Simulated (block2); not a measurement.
# BCl3 (boron trichloride) at DMRG/STO-6G

Aim: the vertical ionisation energy of BCl3 (boron trichloride) at DMRG/STO-6G, from 2 runs. 

Program for the calculation: block2 0.5.4.

3 further runs of the same task are left out: 3 set aside as unsound or not needed.

## Step 1: Starting point

BCl3 has 4 atoms, charge 0, and is taken as a singlet. SMILES: `ClB(Cl)Cl`. Geometry: relaxed at PBE0-D4/def2-TZVP.

Bond lengths: Cl1–B2 1.737 Å, B2–Cl3 1.737 Å, B2–Cl4 1.737 Å. Angles: Cl1–B2–Cl3 120.0°, Cl1–B2–Cl4 120.0°, Cl3–B2–Cl4 120.0°.

## Step 2: The energy at DMRG/STO-6G

dmrg.py reads:

```python
import numpy as np
from pyscf import cc, dft, gto, mp, scf
from pyblock2._pyscf.ao2mo import integrals as itg
from pyblock2.driver.core import DMRGDriver, SymmetryTypes

mol = gto.M(atom=[
    ("Cl", (-0.257920, 0.516440, 1.638340)),
    ("B", (-0.000000, 0.000000, -0.000010)),
    ("Cl", (0.942010, -1.423060, -0.324000)),
    ("Cl", (-0.684100, 0.906610, -1.314320)),
], basis="sto-6g", spin=0, verbose=3, max_memory=2000)
print("nao                            = %d" % (mol.nao))
mf = scf.UHF(mol)
mf.conv_tol = 1e-10
mf.max_cycle = 200
mf.kernel()
if not mf.converged:
    mf = mf.newton().run(mf.mo_coeff, mf.mo_occ)
for _ in range(5):
    mo, _, ok, _ = mf.stability(return_status=True)
    if ok:
        break
    mf.kernel(mf.make_rdm1(mo, mf.mo_occ))
print(f"E(HF)                          = {mf.e_tot:.10f}")
print(f"reference S^2                  = {mf.spin_square()[0]:.4f}")
ref = mf
pt = mp.MP2(ref, frozen=16).run()
mycc = cc.CCSD(ref, frozen=16)
mycc.max_cycle = 150
mycc.kernel()
print(f"MP2 total energy               = {pt.e_tot:.10f}")
if mycc.converged:
    print("E(CCSD)                        = %.10f" % (mycc.e_tot))
    print("CCSD(T) total energy           = %.10f" % (mycc.e_tot + mycc.ccsd_t()))
ks = dft.UKS(mol, xc="camb3lyp").set(conv_tol=1e-9, verbose=3).run(mf.make_rdm1())
if ks.converged:
    print("E(CAM-B3LYP)                   = %.8f" % (ks.e_tot))
ks = dft.UKS(mol, xc="m062x").set(conv_tol=1e-9, verbose=3).run(mf.make_rdm1())
if ks.converged:
    print("E(M06-2X)                      = %.8f" % (ks.e_tot))
ks = dft.UKS(mol, xc="pbe0").set(conv_tol=1e-9, verbose=3).run(mf.make_rdm1())
if ks.converged:
    print("E(PBE0)                        = %.8f" % (ks.e_tot))
ncas, n_elec, spin, ecore, h1e, g2e, orb_sym = itg.get_uhf_integrals(mf, ncore=16, ncas=16, pg_symm=False, g2e_symm=8)
dmrg = DMRGDriver(scratch="./tmp", symm_type=SymmetryTypes.SZ, stack_mem=1500 << 20, n_threads=1)
dmrg.initialize_system(n_sites=ncas, n_elec=n_elec, spin=spin, orb_sym=orb_sym)
mpo = dmrg.get_qc_mpo(h1e=h1e, g2e=g2e, ecore=ecore, iprint=1)
psi = dmrg.get_random_mps(tag="GS", bond_dim=112, nroots=1)
bond_dims = [112] * 3 + [150] * 4
noises = [0.0001] * 3 + [1e-05] * 4 + [0]
thrds = [1e-07] * 7
e = dmrg.dmrg(mpo, psi, n_sweeps=13, tol=1e-06, bond_dims=bond_dims, noises=noises, thrds=thrds, iprint=1)
ms, dws, es = dmrg.get_dmrg_results()
print("max discarded weight           = %.3e" % (dws[-1]))
print(f"E(final)                       = {e:.10f}")
dm1 = dmrg.get_1pdm(psi)
print("occupation numbers             =", np.round(np.concatenate([np.linalg.eigvalsh(x)[::-1] for x in dm1]), 5).tolist())
print("single-orbital entropies       =", np.round(dmrg.get_orbital_entropies(psi, orb_type=1), 4).tolist())
print("largest bipartite entropy      = %.4f" % (max(dmrg.get_bipartite_entanglement(psi))))
```

Started as:

```sh
$ python dmrg.py
```

Log:

```text
nao                            = 32
converged SCF energy = -1398.6984175345  <S^2> = 1.3635315e-11  2S+1 = 1
<class 'pyscf.scf.uhf.UHF'> wavefunction is stable in the internal stability analysis
E(HF)                          = -1398.6984175345
reference S^2                  = 0.0000
E(UMP2) = -1398.76271194779  E_corr = -0.0642944132901067
E(SCS-UMP2) = -1398.76303978097  E_corr = -0.0646222464705926
E(UCCSD) = -1398.773297125221  E_corr = -0.07487959072602708
MP2 total energy               = -1398.7627119478
E(CCSD)                        = -1398.7732971252
UCCSD(T) correction = -0.00342555012980663
CCSD(T) total energy           = -1398.7767226754
converged SCF energy = -1400.71553182747  <S^2> = -7.1054274e-15  2S+1 = 1
E(CAM-B3LYP)                   = -1400.71553183
converged SCF energy = -1400.66735555456  <S^2> = -3.5527137e-15  2S+1 = 1
E(M06-2X)                      = -1400.66735555
converged SCF energy = -1400.32241943696  <S^2> = -7.1054274e-15  2S+1 = 1
E(PBE0)                        = -1400.32241944
integral symmetrize error =  0.0
integral cutoff error =  0.0
mpo terms =     103296

Build MPO | Nsites =    16 | Nterms =     103296 | Algorithm = FastBIP | Cutoff = 1.00e-20
 Site =     0 /    16 .. Mmpo =    26 DW = 0.00e+00 NNZ =       26 SPT = 0.0000 Tmvc = 0.005 T = 0.015
 Site =     1 /    16 .. Mmpo =   106 DW = 0.00e+00 NNZ =      123 SPT = 0.9554 Tmvc = 0.006 T = 0.021
 Site =     2 /    16 .. Mmpo =   150 DW = 0.00e+00 NNZ =     2267 SPT = 0.8574 Tmvc = 0.007 T = 0.026
 Site =     3 /    16 .. Mmpo =   210 DW = 0.00e+00 NNZ =     2779 SPT = 0.9118 Tmvc = 0.008 T = 0.030
 Site =     4 /    16 .. Mmpo =   286 DW = 0.00e+00 NNZ =     4235 SPT = 0.9295 Tmvc = 0.008 T = 0.034
 Site =     5 /    16 .. Mmpo =   378 DW = 0.00e+00 NNZ =     5799 SPT = 0.9464 Tmvc = 0.012 T = 0.041
 Site =     6 /    16 .. Mmpo =   486 DW = 0.00e+00 NNZ =     7363 SPT = 0.9599 Tmvc = 0.013 T = 0.046
 Site =     7 /    16 .. Mmpo =   610 DW = 0.00e+00 NNZ =     8819 SPT = 0.9703 Tmvc = 0.015 T = 0.054
 Site =     8 /    16 .. Mmpo =   486 DW = 0.00e+00 NNZ =    46087 SPT = 0.8445 Tmvc = 0.021 T = 0.098
 Site =     9 /    16 .. Mmpo =   378 DW = 0.00e+00 NNZ =     7363 SPT = 0.9599 Tmvc = 0.007 T = 0.034
 Site =    10 /    16 .. Mmpo =   286 DW = 0.00e+00 NNZ =     5799 SPT = 0.9464 Tmvc = 0.005 T = 0.025
 Site =    11 /    16 .. Mmpo =   210 DW = 0.00e+00 NNZ =     4235 SPT = 0.9295 Tmvc = 0.003 T = 0.018
 Site =    12 /    16 .. Mmpo =   150 DW = 0.00e+00 NNZ =     2779 SPT = 0.9118 Tmvc = 0.002 T = 0.013
 Site =    13 /    16 .. Mmpo =   106 DW = 0.00e+00 NNZ =     1539 SPT = 0.9032 Tmvc = 0.001 T = 0.008
 Site =    14 /    16 .. Mmpo =    26 DW = 0.00e+00 NNZ =      683 SPT = 0.7522 Tmvc = 0.001 T = 0.004
 Site =    15 /    16 .. Mmpo =     1 DW = 0.00e+00 NNZ =       26 SPT = 0.0000 Tmvc = 0.000 T = 0.000
Ttotal =      0.465 Tmvc-total = 0.113 MPO bond dimension =   610 MaxDW = 0.00e+00
NNZ =        99922 SIZE =      1397036 SPT = 0.9285

Rank =     0 Ttotal =      0.469 MPO method = FastBipartite bond dimension =     610 NNZ =        99922 SIZE =      1397036 SPT = 0.9285

Sweep =    0 | Direction =  forward | Bond dimension =  112 | Noise =  1.00e-04 | Dav threshold =  1.00e-07
Time elapsed =     10.048 | E =   -1398.7573642708 | DW = 4.73857e-06

Sweep =    1 | Direction = backward | Bond dimension =  112 | Noise =  1.00e-04 | Dav threshold =  1.00e-07
Time elapsed =     16.454 | E =   -1398.7744571307 | DE = -1.71e-02 | DW = 2.37935e-05

Sweep =    2 | Direction =  forward | Bond dimension =  112 | Noise =  1.00e-04 | Dav threshold =  1.00e-07
Time elapsed =     22.405 | E =   -1398.7747669013 | DE = -3.10e-04 | DW = 2.46968e-05

Sweep =    3 | Direction = backward | Bond dimension =  150 | Noise =  1.00e-05 | Dav threshold =  1.00e-07
Time elapsed =     31.209 | E =   -1398.7754664192 | DE = -7.00e-04 | DW = 8.05395e-06

Sweep =    4 | Direction =  forward | Bond dimension =  150 | Noise =  1.00e-05 | Dav threshold =  1.00e-07
Time elapsed =     40.988 | E =   -1398.7755829687 | DE = -1.17e-04 | DW = 1.30541e-05

Sweep =    5 | Direction = backward | Bond dimension =  150 | Noise =  1.00e-05 | Dav threshold =  1.00e-07
Time elapsed =     51.087 | E =   -1398.7757146199 | DE = -1.32e-04 | DW = 1.47809e-05

Sweep =    6 | Direction =  forward | Bond dimension =  150 | Noise =  1.00e-05 | Dav threshold =  1.00e-07
Time elapsed =     60.859 | E =   -1398.7757712757 | DE = -5.67e-05 | DW = 1.45911e-05

Sweep =    7 | Direction = backward | Bond dimension =  150 | Noise =  0.00e+00 | Dav threshold =  1.00e-07
Time elapsed =     70.372 | E =   -1398.7757846946 | DE = -1.34e-05 | DW = 1.58051e-05

Sweep =    8 | Direction =  forward | Bond dimension =  150 | Noise =  0.00e+00 | Dav threshold =  1.00e-07
Time elapsed =     79.711 | E =   -1398.7758293915 | DE = -4.47e-05 | DW = 1.57241e-05

Sweep =    9 | Direction = backward | Bond dimension =  150 | Noise =  0.00e+00 | Dav threshold =  1.00e-07
Time elapsed =     89.091 | E =   -1398.7758312145 | DE = -1.82e-06 | DW = 1.56691e-05

Sweep =   10 | Direction =  forward | Bond dimension =  150 | Noise =  0.00e+00 | Dav threshold =  1.00e-07
Time elapsed =     98.436 | E =   -1398.7758403022 | DE = -9.09e-06 | DW = 1.59137e-05

Sweep =   11 | Direction = backward | Bond dimension =  150 | Noise =  0.00e+00 | Dav threshold =  1.00e-07
Time elapsed =    107.839 | E =   -1398.7758412019 | DE = -9.00e-07 | DW = 1.58641e-05

max discarded weight           = 1.586e-05
E(final)                       = -1398.7758412019
occupation numbers             = [0.99979, 0.99979, 0.99978, 0.99919, 0.99866, 0.99863, 0.9966, 0.99658, 0.99082, 0.98962, 0.98915, 0.9891, 0.01668, 0.01403, 0.0108, 0.01077, 0.99979, 0.99979, 0.99978, 0.99919, 0.99866, 0.99864, 0.99659, 0.99658, 0.9908, 0.98961, 0.98914, 0.9891, 0.01671, 0.01405, 0.0108, 0.01078]
single-orbital entropies       = [0.0311, 0.0191, 0.0191, 0.0898, 0.0843, 0.0843, 0.1122, 0.0429, 0.043, 0.046, 0.0461, 0.0126, 0.1708, 0.1389, 0.1112, 0.111]
largest bipartite entropy      = 0.3942
```

Run time: 2.2 min. Hardware: 1 thread of Arm Neoverse V1, shared host; peak memory 0.5 GiB.

## Step 3: The doublet cation: the energy at DMRG/STO-6G

run_dmrg.py reads:

```python
import numpy as np
from pyscf import cc, dft, gto, mcscf, mp, scf
from pyblock2._pyscf.ao2mo import integrals as itg
from pyblock2.driver.core import DMRGDriver, SymmetryTypes
from scipy.stats import linregress

mol = gto.M(atom="""
Cl    -0.257920     0.516440     1.638340
B      0.000000     0.000000    -0.000010
Cl     0.942010    -1.423060    -0.324000
Cl    -0.684100     0.906610    -1.314320
""", basis="sto-6g", charge=1, spin=1, verbose=4, max_memory=2000)
print("basis functions = %d" % (mol.nao))
mf = scf.ROHF(mol)
mf.conv_tol = 1e-10
mf.max_cycle = 200
mf.kernel()
if not mf.converged:
    mf = mf.newton().run(mf.mo_coeff, mf.mo_occ)
print("E(SCF) = %.10f" % (mf.e_tot))
ref = scf.UHF(mol).run(mf.make_rdm1(), conv_tol=1e-10)
pt = mp.MP2(ref, frozen=16).run()
mycc = cc.CCSD(ref, frozen=16)
mycc.max_cycle = 150
mycc.kernel()
print("MP2 total energy = %.10f" % (pt.e_tot))
if mycc.converged:
    print("E(CCSD) = %.10f" % (mycc.e_tot))
    print("CCSD(T) total energy = %.10f" % (mycc.e_tot + mycc.ccsd_t()))
ks = dft.UKS(mol, xc="camb3lyp").set(conv_tol=1e-9, verbose=3).run(mf.make_rdm1())
if ks.converged:
    print("E(CAM-B3LYP) = %.8f" % (ks.e_tot))
ks = dft.UKS(mol, xc="m062x").set(conv_tol=1e-9, verbose=3).run(mf.make_rdm1())
if ks.converged:
    print(f"E(M06-2X) = {ks.e_tot:.8f}")
ks = dft.UKS(mol, xc="pbe0").set(conv_tol=1e-9, verbose=3).run(mf.make_rdm1())
if ks.converged:
    print("E(PBE0) = %.8f" % (ks.e_tot))
occ_no, mo = mcscf.addons.make_natural_orbitals(mp.MP2(mf.to_uhf(), frozen=16).run())
mf.mo_coeff = mo
ncas, n_elec, spin, ecore, h1e, g2e, orb_sym = itg.get_rhf_integrals(mf, ncore=16, ncas=16, pg_symm=False, g2e_symm=8)
drv = DMRGDriver(scratch="./tmp", symm_type=SymmetryTypes.SU2, stack_mem=1500 << 20, n_threads=1)
drv.initialize_system(n_sites=ncas, n_elec=n_elec, spin=spin, orb_sym=orb_sym)
mpo = drv.get_qc_mpo(h1e=h1e, g2e=g2e, ecore=ecore, iprint=0)
occs = np.array([1.8] * 11 + [1.0] * 1 + [0.2] * 4)
mps = drv.get_random_mps(tag="GS", bond_dim=100, nroots=1, occs=occs)
bond_dims = [100] * 3 + [150] * 2 + [200] * 2
noises = [0.0001] * 3 + [0.0001] * 2 + [1e-05] * 2 + [0]
thrds = [1e-07] * 7
e = drv.dmrg(mpo, mps, n_sweeps=13, tol=1e-07, bond_dims=bond_dims, noises=noises, thrds=thrds, iprint=1)
ms, dws, es = drv.get_dmrg_results()
print("discarded weight = %.3e" % (dws[-1]))
print(f"final energy = {e:.10f}")
dm1 = drv.get_1pdm(mps)
print("NOONs =", np.round(np.linalg.eigvalsh(dm1)[::-1], 5).tolist())
c_act = mf.mo_coeff[:, 16:32]
dm_ao = c_act @ dm1 @ c_act.T + 2 * mf.mo_coeff[:, :16] @ mf.mo_coeff[:, :16].T
print("dipole / D =", np.round(scf.hf.dip_moment(mol, dm_ao, verbose=0), 4).tolist())
print(f"max block entropy = {max(drv.get_bipartite_entanglement(mps)):.4f}")
csf, coef = drv.get_csf_coefficients(mps, cutoff=0.1, iprint=1)
print(f"leading coefficient squared = {np.max(np.abs(coef)) ** 2:.4f}")
mps = drv.adjust_mps(mps, dot=2)[0]
back = [180, 150, 120, 90]
drv.dmrg(mpo, mps, n_sweeps=4 * len(back), tol=0, bond_dims=[m for m in back for _ in range(4)], noises=[0] * (4 * len(back)), thrds=[1e-9] * (4 * len(back)), iprint=1)
ms, dws, es = drv.get_dmrg_results()
ms, dws, es = ms[3::4], dws[3::4], np.array(es)[3::4, 0]
fit = linregress(dws, es)
print("bond dimensions =", np.round(ms, 1).tolist())
print("discarded weights =", np.round(dws, 12).tolist())
print("E(M) =", np.round(es, 9).tolist())
print("extrapolated energy = %.8f" % (fit.intercept))
print("error estimate = %.3e" % (abs(fit.intercept - es.min()) / 5))
```

Started as:

```sh
$ python run_dmrg.py
```

Log:

```text
[INPUT] verbose = 4
[INPUT] num. atoms = 4
[INPUT] num. electrons = 55
[INPUT] charge = 1
[INPUT] spin (= nelec alpha-beta = 2S) = 1
[INPUT] symmetry False subgroup None
[INPUT] Mole.unit = angstrom
[INPUT] Symbol           X                Y                Z      unit          X                Y                Z       unit  Magmom
[INPUT]  1 Cl    -0.257920000000   0.516440000000   1.638340000000 AA   -0.487398162048   0.975930159770   3.096013898920 Bohr   0.0
[INPUT]  2 B      0.000000000000   0.000000000000  -0.000010000000 AA    0.000000000000   0.000000000000  -0.000018897261 Bohr   0.0
[INPUT]  3 Cl     0.942010000000  -1.423060000000  -0.324000000000 AA    1.780140906602  -2.689193658824  -0.612271264359 Bohr   0.0
[INPUT]  4 Cl    -0.684100000000   0.906610000000  -1.314320000000 AA   -1.292761641815   1.713244601792  -2.483704840038 Bohr   0.0

nuclear repulsion = 230.173161863248
number of shells = 18
number of NR pGTOs = 192
number of NR cGTOs = 32
basis = sto-6g
ecp = {}
CPU time:         0.91
basis functions = 32

******** <class 'pyscf.scf.rohf.ROHF'> ********
method = ROHF
initial guess = minao
damping factor = 0
level_shift factor = 0
DIIS = <class 'pyscf.scf.diis.CDIIS'>
diis_start_cycle = 1
diis_space = 8
diis_damp = 0
SCF conv_tol = 1e-10
SCF conv_tol_grad = None
SCF max_cycles = 200
direct_scf = True
direct_scf_tol = 1e-13
chkfile to save SCF result = tmp68vr82xn
max_memory 2000 MB (current use 131 MB)
num. doubly occ = 27  num. singly occ = 1
Set gradient conv threshold to 1e-05
[... 23 lines left out ...]
converged SCF energy = -1398.26698720353
[... 65 lines left out ...]
converged SCF energy = -1398.26813234099  <S^2> = 0.75396443  2S+1 = 2.0039605
[... 22 lines left out ...]
Init t2, MP2 energy = -0.094774913849967
[... 16 lines left out ...]
UCCSD converged
[... 1 line left out ...]
MP2 total energy = -1398.3629072551
[... 2 lines left out ...]
CCSD(T) total energy = -1398.3889467824
[... 9 lines left out ...]
converged SCF energy = -1400.30185707827  <S^2> = 0.75135738  2S+1 = 2.0013569
[... 10 lines left out ...]
converged SCF energy = -1400.24624679203  <S^2> = 0.75165889  2S+1 = 2.0016582
[... 10 lines left out ...]
converged SCF energy = -1399.91905155035  <S^2> = 0.7511401  2S+1 = 2.0011398
[... 50 lines left out ...]
ATTENTION: DMRG is not converged to desired tolerance of 1.00000e-07
discarded weight = 1.345e-04
final energy = -1398.3894790518
[... 1 line left out ...]
dipole / D = [-0.0057, 0.0077, -0.0097]
[... 4 lines left out ...]
Sum of weights of included CSF =    0.876176420709199
[... 16 lines left out ...]
Sweep =    4 | Direction = backward | Bond dimension =  150 | Noise =  0.00e+00 | Dav threshold =  1.00e-09
Time elapsed =     76.290 | E =   -1398.3889765818 | DE = 2.54e-04 | DW = 3.13088e-04

Sweep =    5 | Direction =  forward | Bond dimension =  150 | Noise =  0.00e+00 | Dav threshold =  1.00e-09
Time elapsed =     87.584 | E =   -1398.3886522519 | DE = 3.24e-04 | DW = 2.26864e-04

Sweep =    6 | Direction = backward | Bond dimension =  150 | Noise =  0.00e+00 | Dav threshold =  1.00e-09
Time elapsed =     98.771 | E =   -1398.3886146939 | DE = 3.76e-05 | DW = 2.09267e-04

Sweep =    7 | Direction =  forward | Bond dimension =  150 | Noise =  0.00e+00 | Dav threshold =  1.00e-09
Time elapsed =    109.776 | E =   -1398.3886144616 | DE = 2.32e-07 | DW = 2.06622e-04

Sweep =    8 | Direction = backward | Bond dimension =  120 | Noise =  0.00e+00 | Dav threshold =  1.00e-09
Time elapsed =    118.587 | E =   -1398.3883086521 | DE = 3.06e-04 | DW = 3.99002e-04

Sweep =    9 | Direction =  forward | Bond dimension =  120 | Noise =  0.00e+00 | Dav threshold =  1.00e-09
Time elapsed =    125.706 | E =   -1398.3876980425 | DE = 6.11e-04 | DW = 2.94021e-04

Sweep =   10 | Direction = backward | Bond dimension =  120 | Noise =  0.00e+00 | Dav threshold =  1.00e-09
Time elapsed =    132.677 | E =   -1398.3876954739 | DE = 2.57e-06 | DW = 2.69691e-04

Sweep =   11 | Direction =  forward | Bond dimension =  120 | Noise =  0.00e+00 | Dav threshold =  1.00e-09
Time elapsed =    139.590 | E =   -1398.3876967376 | DE = -1.26e-06 | DW = 2.65978e-04

Sweep =   12 | Direction = backward | Bond dimension =   90 | Noise =  0.00e+00 | Dav threshold =  1.00e-09
Time elapsed =    144.712 | E =   -1398.3873946729 | DE = 3.02e-04 | DW = 4.98643e-04

Sweep =   13 | Direction =  forward | Bond dimension =   90 | Noise =  0.00e+00 | Dav threshold =  1.00e-09
Time elapsed =    148.909 | E =   -1398.3859987207 | DE = 1.40e-03 | DW = 3.27022e-04

Sweep =   14 | Direction = backward | Bond dimension =   90 | Noise =  0.00e+00 | Dav threshold =  1.00e-09
Time elapsed =    153.102 | E =   -1398.3860037401 | DE = -5.02e-06 | DW = 2.76658e-04

Sweep =   15 | Direction =  forward | Bond dimension =   90 | Noise =  0.00e+00 | Dav threshold =  1.00e-09
Time elapsed =    157.257 | E =   -1398.3860114168 | DE = -7.68e-06 | DW = 2.76084e-04

bond dimensions = [180, 150, 120, 90]
discarded weights = [0.000161847459, 0.000206621522, 0.000265978451, 0.000276084279]
E(M) = [-1398.389230181, -1398.388614462, -1398.387696738, -1398.386011417]
extrapolated energy = -1398.39323810
error estimate = 8.016e-04
```

Wall time 5.9 min (1 thread of Arm Neoverse V1, shared host); peak memory 0.64 GiB.

## Step 4: What came out

At DMRG/STO-6G, 16 core orbitals frozen:

```
                                          quantity           value
                  run 1, DMRG/STO-6G: total energy  -1398.77584 Eh
                      doublet cation: total energy  -1398.38948 Eh
vertical ionisation energy (to the doublet cation)       10.513 eV
```

In words: Removing an electron at fixed nuclei costs 10.51 eV (242 kcal/mol). In a minimal basis such a difference can be off by several eV, whatever the method.
